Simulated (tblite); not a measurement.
# C4H11ClS2Si: the cost of one run

The runs use tblite 0.8.0 and PySCF 2.14.0, with density-fitted response routines of our own; the level of theory stands in each step. All values are computed, except where a source is named. Atoms are numbered from 0 throughout.

## (1) The molecule as given

19 atoms, charge 0, multiplicity 1; geometry from: force field or distance geometry start.

Bonds of the start (Å): C0–C1 1.52, C1–Si2 1.86, Si2–Cl3 2.10, Si2–S4 2.13, S4–C5 1.81, C5–S6 1.83, S6–C7 1.81, C0–H8 1.11, C0–H9 1.09, C0–H10 1.12, C1–H11 1.11, C1–H12 1.14, Si2–H13 1.49, C5–H14 1.11, C5–H15 1.11, C7–H16 1.10, C7–H17 1.11, C7–H18 1.10.

## (2) Geometry optimisation with GFN2-xTB

The job: settings as JSON, then the geometry in Å.

```
{"job": {"kind": "relax", "xc": "GFN2-xTB", "basis": "xTB"}, "charge": 0, "multiplicity": 1}
C     -3.019400    -1.175000    -0.404600
C     -2.730100     0.182700     0.219600
Si    -1.285100     0.980200    -0.645800
Cl    -0.911600     2.922200     0.064100
S      0.421300    -0.286400    -0.543400
C      1.362200     0.003400     0.976600
S      2.840500     0.992100     0.557300
C      4.276500    -0.048800     0.200200
H     -3.826700    -1.661800     0.188700
H     -2.098700    -1.757300    -0.392300
H     -3.401600    -0.949000    -1.428800
H     -3.625500     0.824600     0.089200
H     -2.548900     0.082600     1.335800
H     -1.642600     1.113000    -2.081100
H      1.751000    -0.942600     1.412300
H      0.743900     0.486700     1.761600
H      4.977100     0.536200    -0.420400
H      3.940900    -0.952800    -0.353300
H      4.766900    -0.340800     1.136700
```

Run with:

```bash
$ OMP_NUM_THREADS=1 python probes_run.py task.json out
```

The driver reads the jobs from task.json and runs them one after another.

Q: Estimate the wall time and peak memory of this first job on 1 thread of Arm Neoverse V1, shared host.

About 2.3 s, with a peak of 0.18 GiB.
